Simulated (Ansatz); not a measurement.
# H₃OSSb: one structure at several levels

The task here is to estimate one member of a computed series from the others.

Computed with Ansatz 0.2.0, Gaussian basis. Level: single points in def2-TZVPP.

Cores are frozen in the correlated methods. Filled d shells of the heavier atoms are correlated. Core potentials replace the inner electrons past krypton, and spin-orbit coupling is left out. B3LYP uses VWN-RPA correlation.

## The starting structure

SMILES `O[S][SbH2]`, 6 atoms, charge 0, spin multiplicity 1.

Atoms are counted from 1 here; the program's logs count them from 0.

Bond lengths: O1–S2 1.749 Å, O1–H4 0.960 Å, S2–Sb3 2.439 Å, Sb3–H5 1.753 Å, Sb3–H6 1.745 Å. Angles: S2–O1–H4 104.1°, O1–S2–Sb3 90.0°, S2–Sb3–H5 93.3°, S2–Sb3–H6 91.8°, H5–Sb3–H6 87.1°.

As a file:

```xyz
6
charge 0, multiplicity 1
O    -0.04070   -1.87580   -0.12910
S    -1.03220   -0.43740   -0.03810
Sb    0.96480    0.91980    0.30360
H    -0.67410   -2.59710   -0.13060
H     0.68040    1.88100   -1.13500
H     0.06140    2.12660    1.18210
```

The first run:

The input, run/in.yaml:

```yaml
crystal:
  periodic: [false, false, false]
  atoms:
    - {symbol: O, position_ang: [-0.040700, -1.875800, -0.129100]}
    - {symbol: S, position_ang: [-1.032200, -0.437400, -0.038100]}
    - {symbol: Sb, position_ang: [0.964800, 0.919800, 0.303600]}
    - {symbol: H, position_ang: [-0.674100, -2.597100, -0.130600]}
    - {symbol: H, position_ang: [0.680400, 1.881000, -1.135000]}
    - {symbol: H, position_ang: [0.061400, 2.126600, 1.182100]}
basis:
  gaussian: {orbitals: def2-TZVPP}
correlation: {method: ccsd_t}
output: {forces: true}
```

The command line of these runs was not kept.

Among the steps run: CCSD(T)/def2-TZVPP; PBE0-D4/def2-TZVPP; wB97M-V/def2-TZVPP; r2SCAN-D4/def2-TZVPP; PBE-D4/def2-TZVPP; B3LYP-D4/def2-TZVPP; r2SCAN0-D4/def2-TZVPP.

One table of the session follows, with a row left open; its other results are not shown here.

| method | RMS force component (eV/Å) | angle to CCSD(T) forces (°) | dipole (D) |
| --- | --- | --- | --- |
| CCSD(T) | 0.426 | reference | 0.54 |
| PBE0-D4 | 0.471 | 19.8 | 0.59 |
| wB97M-V | 0.503 | 12.4 | 0.61 |
| r2SCAN-D4 | ? | ? | ? |
| PBE-D4 | 0.297 | 37.8 | 0.61 |
| B3LYP-D4 | 0.337 | 13.9 | 0.65 |
| r2SCAN0-D4 | 0.560 | 21.8 | 0.59 |

**Question.** Estimate the row for r2SCAN-D4.

**Answer.** RMS force component (eV/Å): 0.376; angle to CCSD(T) forces (°): 10.4; dipole (D): 0.61. In the column «RMS force component (eV/Å)» it lies between B3LYP-D4 (0.337) and CCSD(T) (0.426).
